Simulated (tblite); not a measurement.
# C5H10BF3O: the cost of one run

Programs: tblite 0.8.0 and PySCF 2.14.0, with density-fitted response routines of our own. Each step states its level of theory. These are calculated values for one molecule in the gas phase, unless marked as measured. Atoms count from 0, in the outputs and in this text.

### Step 1. The molecule as given

20 atoms, charge 0, multiplicity 1; geometry from: force field or distance geometry start.

Bonds of the start (Å): B0–O1 1.47, O1–C2 1.40, C2–F3 1.37, O1–C4 1.40, C4–C5 1.47, C5–C6 1.33, C6–C7 1.48, C7–F8 1.40, C7–F9 1.37, B0–H10 1.19, B0–H11 1.19, B0–H12 1.20, C2–H13 1.13, C2–H14 1.08, C4–H15 1.10, C4–H16 1.10, C5–H17 1.08, C6–H18 1.10, C7–H19 1.13.

### Step 2. Relaxing the molecule with GFN2-xTB

The job: settings as JSON, then the geometry in Å.

```
{"job": {"kind": "relax", "xc": "GFN2-xTB", "basis": "xTB"}, "charge": 0, "multiplicity": 1}
B     -2.138400    -0.967500    -0.627500
O     -1.361000     0.261600    -0.426600
C     -1.354500     0.515300     0.950300
F     -0.596900     1.604100     1.287700
C     -0.080000    -0.018000    -0.905400
C      0.863400     1.091500    -0.719800
C      1.976500     0.919000    -0.005400
C      2.364400    -0.345700     0.648400
F      2.496300    -1.419100    -0.244100
F      1.615200    -0.652900     1.751100
H     -2.591100    -0.931800    -1.723700
H     -1.423500    -1.913900    -0.531900
H     -2.998500    -1.101800     0.203900
H     -2.426500     0.762800     1.189800
H     -1.059100    -0.336100     1.552800
H     -0.220200    -0.202400    -1.984900
H      0.254500    -0.918100    -0.360000
H      0.636400     2.046200    -1.171500
H      2.618900     1.812600     0.090800
H      3.418800    -0.195300     1.023000
```

Command:

```
> OMP_NUM_THREADS=1 python probes_run.py task.json out
```

One launch serves the whole session: the jobs run in the order shown.

Q: Estimate the wall time and peak memory of this first job on 1 thread of Intel Xeon at 2.50GHz, shared host.

About 1.4 s, with a peak of 0.18 GiB.
